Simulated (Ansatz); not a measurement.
# H2ISn: the cost of one run

All numbers below are computed with Ansatz 0.2.0 (RKS PBE0-D4/def2-SVP).

### Step 1. Starting point

Bond lengths: Sn1–I2 2.636 Å, Sn1–H3 1.768 Å, Sn1–H4 1.768 Å. Angles: I2–Sn1–H3 122.3°, I2–Sn1–H4 122.3°, H3–Sn1–H4 115.4°.

Coordinates:

```xyz
4

Sn   -0.1494   -0.0573   -0.0961
I     1.9615    0.7488    1.2623
H    -1.0754    1.0321   -1.1365
H    -0.7367   -1.7236   -0.0298
```

### Step 2. Preparing the start

input.yaml

```yaml
crystal:
  periodic: [false, false, false]
  atoms:
    - { symbol: Sn, position_ang: [-0.14941, -0.05734, -0.09606] }
    - { symbol: I, position_ang: [1.96148, 0.74881, 1.26234] }
    - { symbol: H, position_ang: [-1.07535, 1.03214, -1.13646] }
    - { symbol: H, position_ang: [-0.73672, -1.72361, -0.02982] }
total_charge: 1
basis:
  gaussian: { orbitals: def2-SVP }
hamiltonian:
  xc: pbe0
  dispersion: d4
relax:
  f_tol: 0.02
  max_steps: 40
scf:
  lower_state_search: "off"
```

Started as:

```
$ ansatz run input.yaml --threads 1 --pin off --max-ram 2048MiB --backend cpu --events-out ev --progress --plain --runs-dir out
```

What time and memory should one allow on 1 thread of AMD EPYC (Zen 3), shared host?

About 30 s, with a peak of 0.13 GiB.
